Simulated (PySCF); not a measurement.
# RuCl₃⁺: relaxation and vibrations of the triplet

Aim: relax RuCl₃⁺ as a triplet from a trigonal planar start, check by its vibrations whether the end is a minimum, and collect its spectrum and constants.

Method: PBE0, basis Ru def2-TZVP with ECP28, Cl def2-TZVP, scalar-relativistic core potentials, no spin–orbit coupling, density fitting; program: PySCF 2.14.0.

## 1. Where the work starts

4 atoms, charge 1, spin multiplicity 3.

Bond lengths: Ru1–Cl2 2.195 Å, Ru1–Cl3 2.195 Å, Ru1–Cl4 2.195 Å. Angles: Cl2–Ru1–Cl3 120.0°, Cl2–Ru1–Cl4 120.0°, Cl3–Ru1–Cl4 120.0°.

Z-matrix (Å, degrees; charge 1 multiplicity 3):
```
Ru
Cl 1 2.1952
Cl 1 2.1952 2 120.00
Cl 1 2.1952 2 120.00 3 180.00
```

## 2. The SCF at the typed geometry

The steps below are one call of a driver around PySCF. For each, scf.py gives the equivalent set-up of the SCF; relaxations use the driver's own optimiser. After this first run the driver tries any further starts and a stability analysis.

The input, scf.py:

```python
from pyscf import gto, scf, dft
mol = gto.M(atom='''
Ru     0.000000     0.000000     0.000000
Cl     2.195200     0.000000     0.000000
Cl    -1.097600     1.901100     0.000000
Cl    -1.097600    -1.901100     0.000000''',
    basis={'Ru': 'def2-TZVP', 'Cl': 'def2-TZVP'},
    ecp={'Ru': 'def2-TZVP'},
    charge=1, spin=2)
mf = dft.UKS(mol, xc='PBE0')
mf.grids.atom_grid = (50, 194)
aux = {'Ru': 'def2-universal-JKFIT', 'Cl': 'def2-universal-JKFIT'}
mf = mf.density_fit(auxbasis=aux)
mf.conv_tol = 1e-08
mf.diis_space = 10
mf.max_cycle = 60
mf.init_guess = 'minao'
mf.verbose = 4
mf.kernel()
```

Launch:

```bash
$ OMP_NUM_THREADS=4 python axn.py task.json out
```

The program printed:

```text
init E= -1467.35223268525
[... the frontier-level lines of each cycle are left out ...]
cycle= 1 E= -1474.1291484747  delta_E= -6.78  |g|= 1.27  |ddm|= 3.04
cycle= 2 E= -1466.51792920243  delta_E= 7.61  |g|= 3.14  |ddm|= 5.27
cycle= 3 E= -1474.51807126962  delta_E=   -8  |g|= 0.764  |ddm|= 5.22
cycle= 4 E= -1474.78083512646  delta_E= -0.263  |g|= 0.167  |ddm|= 0.502
cycle= 5 E= -1474.79658742416  delta_E= -0.0158  |g|= 0.0628  |ddm|= 0.151
cycle= 6 E= -1474.79860316262  delta_E= -0.00202  |g|= 0.0302  |ddm|= 0.0497
cycle= 7 E= -1474.79961988086  delta_E= -0.00102  |g|= 0.0172  |ddm|= 0.0534
cycle= 8 E= -1474.79980578166  delta_E= -0.000186  |g|= 0.0104  |ddm|= 0.0271
cycle= 9 E= -1474.79987962631  delta_E= -7.38e-05  |g|= 0.00226  |ddm|= 0.0109
cycle= 10 E= -1474.79988859299  delta_E= -8.97e-06  |g|= 0.000785  |ddm|= 0.00492
cycle= 11 E= -1474.79988992077  delta_E= -1.33e-06  |g|= 0.000797  |ddm|= 0.00212
cycle= 12 E= -1474.79989043261  delta_E= -5.12e-07  |g|= 0.000128  |ddm|= 0.00115
cycle= 13 E= -1474.79989045353  delta_E= -2.09e-08  |g|= 9.32e-06  |ddm|= 0.000313
cycle= 14 E= -1474.79989045369  delta_E= -1.59e-10  |g|= 5.1e-06  |ddm|= 2.77e-05
Extra cycle  E= -1474.79989045366  delta_E= 2.82e-11  |g|= 1.18e-05  |ddm|= 1.2e-05
converged SCF energy = -1474.79989045366  <S^2> = 2.030398  2S+1 = 3.0201974
```

This step, with its further starts and checks, needed 31 s of wall time on 4 threads of Arm Neoverse V1, shared host.

The starts that the driver tried:

```
                      start   energy (Eh)
    the minimal-basis guess  -1474.799890
a thermally smeared density  -1474.798259
      a smeared PBE density  -1474.799890
```

The test of internal stability and the other starts found no lower solution of this spin.

## 3. Trigonal planar start, triplet: relaxation

The program finds D3h symmetry in the start, which this walk keeps.

Edit scf.py of step 2 so:

```diff
@@ -3,4 +3,4 @@
-Ru     0.000000     0.000000     0.000000
-Cl     2.195200     0.000000     0.000000
-Cl    -1.097600     1.901100     0.000000
-Cl    -1.097600    -1.901100     0.000000''',
+Ru    -0.000000     0.000000     0.000000
+Cl     2.195201    -0.000000     0.000000
+Cl    -1.097600     1.901099     0.000000
+Cl    -1.097600    -1.901099     0.000000''',
@@ -17 +16,0 @@
-mf.init_guess = 'minao'
```

Steps of the walk:

```
step   energy (Eh)  change (kJ/mol)  largest symmetric gradient (Eh/bohr)
   0  -1474.799890             0.00                               0.03856
   1  -1474.811054           -29.31                               0.01106
   2  -1474.811762           -31.17                               0.00336
   3  -1474.811821           -31.32                               0.00020
   4  -1474.811822           -31.33                               0.00001
```

The walk took 21 s.

It settles in D3h symmetry, 31.3 kJ/mol below the start, after 4 steps: Ru–Cl 2.095 Å (×3); Cl–Ru–Cl 120.0° (×3).

## 4. Frequencies

The point is checked on the finer grid, and tightened if its gradient asks for it. The Hessian and the dipole derivatives come from central differences of analytic gradients, with steps of 0.02 bohr.

Edit scf.py of step 3 so:

```diff
@@ -3,4 +3,4 @@
-Ru    -0.000000     0.000000     0.000000
-Cl     2.195201    -0.000000     0.000000
-Cl    -1.097600     1.901099     0.000000
-Cl    -1.097600    -1.901099     0.000000''',
+Ru     0.000000     0.000000     0.000000
+Cl     2.095195     0.000000     0.000000
+Cl    -1.047598     1.814493     0.000000
+Cl    -1.047598    -1.814493     0.000000''',
@@ -11 +11 @@
-mf.grids.atom_grid = (50, 194)
+mf.grids.atom_grid = (75, 302)
@@ -14 +14 @@
-mf.conv_tol = 1e-08
+mf.conv_tol = 1e-10
```

The driver hands on the density of the step before, so the log starts near convergence.

SCF at the final geometry:

```text
init E= -1474.81190897686
[... the frontier-level lines of each cycle are left out ...]
cycle= 1 E= -1474.81190897684  delta_E= 2.18e-11  |g|= 7.64e-06  |ddm|= 6.84e-06
Extra cycle  E= -1474.81190897659  delta_E= 2.53e-10  |g|= 2.55e-05  |ddm|= 1.89e-05
converged SCF energy = -1474.81190897659  <S^2> = 2.0180458  2S+1 = 3.0120065
```

The whole step took 66 s.

Geometry: D3h; Ru–Cl 2.095 Å (×3); Cl–Ru–Cl 120.0° (×3).

Modes, for the most abundant isotopes:

```tsv
symmetry	ω (cm⁻¹)	IR (km/mol)
a2''	54	0.1
e'	115	0.2
a1'	445	0.0
e'	515	130
```

No imaginary mode, so this is a minimum.

Constants and moments:

| Quantity | Value |
| --- | --- |
| Dipole moment about the centre of mass | 0.00 D |
| Highest occupied level | -13.81 eV |
| Lowest empty level | -10.80 eV |
| Rotational constants | 0.07321, 0.07321, 0.03661 cm⁻¹ |
| Zero-point energy | 10.5 kJ/mol |
| Principal polarisabilities | 40.5, 90.3, 90.3 bohr³ |
| Principal traceless quadrupole moments about the centre of mass | -11.46, 5.73, 5.73 D Å |
| Entropy at 298.15 K and 1 bar (electronic part: spin only) | 343.6 J/(mol K) |
| Heat capacity Cp at 298.15 K | 73.7 J/(mol K) |
| Enthalpy at 298.15 K above 0 K | 17.62 kJ/mol |
| Rotational symmetry number | 6 |
| Spin squared ⟨S²⟩ | 2.018 |

Populations by atom (charges in e):

```tsv
atom	Mulliken	Löwdin	polar tensor	spin (Mulliken)	Mayer order to Ru1
Ru1	1.10	-0.18	1.53	1.62	–
Cl2,3,4	-0.03	0.39	-0.18	0.13	1.32
```

Outer orbital energies (eV). α occupied: -18.17, -16.50, -16.49, -16.49, -15.70, -14.47, -14.47, -14.39; empty: -10.80, -10.80, -4.51, -4.37. β occupied: -18.58, -16.59, -16.59, -16.49, -16.49, -15.81, -15.72, -13.81; empty: -10.44, -10.44, -10.21, -10.21.

Mulliken populations on Ru1 (outside its core potential): s 2.45, p 6.20, d 6.24, f 0.02.

## 5. Outcome

| quantity | value |
| --- | --- |
| minimum | triplet, D3h |
| geometry | Ru–Cl 2.095 Å (×3); Cl–Ru–Cl 120.0° (×3) |
| wavenumbers (cm⁻¹) | 54 (a2''), 115 (e'), 445 (a1'), 515 (e') |
| dipole moment (centre of mass) | 0.00 D |
| highest occupied, lowest empty level (either spin) | -13.81, -10.80 eV |
| polar-tensor charge of Ru1 | +1.53 e |
| zero-point energy | 10.5 kJ/mol |
| entropy at 298.15 K | 343.6 J/(mol K) |
| ⟨S²⟩ | 2.018 |

What this shows: The trigonal planar start keeps its D3h symmetry and ends in a minimum. In the infrared the band at 515 cm⁻¹ (e', stretch) leads. Most of the spin sits on Ru1 (Mulliken spin 1.62, against 2 for the whole molecule). Other starts or spin states, not run here, may lie lower. One determinant may miss the lowest occupation of an open d or f shell.

The search up to here took 2 min.
